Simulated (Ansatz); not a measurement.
Runs of Ansatz 0.2.0 on NaLaMnMoO6. The typed cell holds 10 atoms: a = 5.109 Å, b = 5.694 Å, c = 5.920 Å, α = 117.98°, β = 98.89°, γ = 92.48°. The cell was built by a generator and needn't be a form met in nature.

```tsv
potentials or basis	cutoff (eV)	gap on the mesh (eV)	pressure (GPa)	moment (μB)	largest force (eV/Å)
JTH PAW	1800	0.85	0.6	3.00	0.08
SPMS NC	1034	0.81	0.3	3.00	(c)
PseudoDojo standard (PBE files)	1497	0.81	(a)	3.00	0.08
Ansatz PAW earlier set	900	(b)	0.0	3.00	0.01
Ansatz NC	1497	0.83	0.0	3.00	0.04
```

Alike in all rows: task single point; level PBE; spin collinear, ferromagnetic start; cell as given; k mesh 6 × 6 × 5; smearing fermi-dirac 0.05 eV.

Q: Estimate the missing entries.

A: (a) -0.1; (b) 0.86; (c) 0.09.

Caveats: odd divisions of the mesh miss points on the zone boundary, where band edges often lie, so the gap on the mesh can be too wide; spin-orbit coupling is left out, which moves the levels of the heavy elements; a cell with one magnetic atom can't hold antiferromagnetic order, which such compounds often take.

A k mesh can miss the band edges, and the runs leave out spin-orbit coupling on La, Mo.

Not every run made on this cell is shown here.
